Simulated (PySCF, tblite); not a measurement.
# C6H3N2OP: geometry, infrared bands and NMR shifts

Wanted: the infrared bands and NMR shifts of C6H3N2OP (`N#Cc1cpc(C=O)cn1`), by calculation.

The runs use tblite 0.8.0 and PySCF 2.14.0, with density-fitted response routines of our own; the level of theory stands in each step. All values are computed, except where a source is named. Atoms are numbered from 0 throughout.

### 1 Starting geometry

13 atoms, charge 0, multiplicity 1; geometry from: force field or distance geometry start.

Bonds of the start (Å): N0–C1 1.18, C1–C2 1.43, C2–C3 1.41, C3–P4 1.85, P4–C5 1.84, C5–C6 1.46, C6–O7 1.23, C5–C8 1.40, C8–N9 1.36, N9–C2 1.37, C3–H10 1.08, C6–H11 1.10, C8–H12 1.11.

### 2 Relaxing the molecule with GFN2-xTB

Job settings and geometry (Å):

```
{"job": {"kind": "relax", "xc": "GFN2-xTB", "basis": "xTB"}, "charge": 0, "multiplicity": 1}
N      4.187500    -0.111000     0.522000
C      3.028400    -0.170400     0.331300
C      1.633200    -0.267300     0.054700
C      1.238800    -0.404700    -1.288000
P     -0.534900    -0.539700    -1.778100
C     -1.316000    -0.406200    -0.121500
C     -2.775800    -0.453400    -0.008200
O     -3.335600    -0.368300     1.083300
C     -0.530800    -0.261500     1.032200
N      0.820900    -0.189100     1.160100
H      1.978100    -0.461200    -2.073500
H     -3.350600    -0.577000    -0.939500
H     -1.047500    -0.182600     2.007400
```

Run with:

```bash
$ OMP_NUM_THREADS=1 python probes_run.py task.json out
```

This one command runs all jobs of the session in turn.

**Question.** This job is followed by: GFN2-xTB harmonic vibrations, gas phase; GIAO PBE0/pcSseg-1 NMR shielding, non-relativistic, gas phase. What will the session give for the following? strongest single infrared mode (GFN2-xTB); zero-point energy (GFN2-xTB); 13C shifts against TMS (PBE0/pcSseg-1); 1H shifts against TMS (PBE0/pcSseg-1); 15N shifts against NH3 (PBE0/pcSseg-1); 31P shifts against H3PO4 (PBE0/pcSseg-1); 17O shifts against H2O (PBE0/pcSseg-1).

**Answer**, as computed:

| quantity | value |
| --- | --- |
| strongest single infrared mode (GFN2-xTB) | 1748 cm⁻¹, 412 km/mol |
| zero-point energy (GFN2-xTB) | 47.9 kcal/mol |
| 13C shifts against TMS (PBE0/pcSseg-1) | 195.4, 164.8, 164.0, 158.9, 143.2, 123.1 ppm |
| 1H shifts against TMS (PBE0/pcSseg-1) | 10.60, 10.16, 9.66 ppm |
| 15N shifts against NH3 (PBE0/pcSseg-1) | 365.5, 320.5 ppm |
| 31P shifts against H3PO4 (PBE0/pcSseg-1) | 306.5 ppm |
| 17O shifts against H2O (PBE0/pcSseg-1) | 687.6 ppm |

Over 35 steps the energy fell by 0.494 eV; of the close pairs, C3–P4 changed most, 1.845 to 1.736 Å. No mode is imaginary among the 33: a minimum at this level. The strongest single mode, at 1748 cm⁻¹, moves mainly C6 and O7. Unscaled tight-binding wavenumbers are off by several per cent, some by more. Its intensities can rank the bands wrongly. The most deshielded carbon is C6 (aldehyde carbonyl carbon), at 195.4 ppm: low-lying n→π* states of the double bond to the heteroatom give a large paramagnetic term (-249 ppm). H11 (hydrogen on an aldehyde carbonyl carbon) lies farthest downfield among hydrogen, at 10.60 ppm; the C=O anisotropy and electron withdrawal place aldehyde protons far downfield. At PBE0/pcSseg-1: Shielding is most anisotropic at O7 (span 1430 ppm, paramagnetic term -750 ppm). NICS(1)zz of -24 ppm above the planar ring from C2 marks a diatropic (aromatic) ring current.
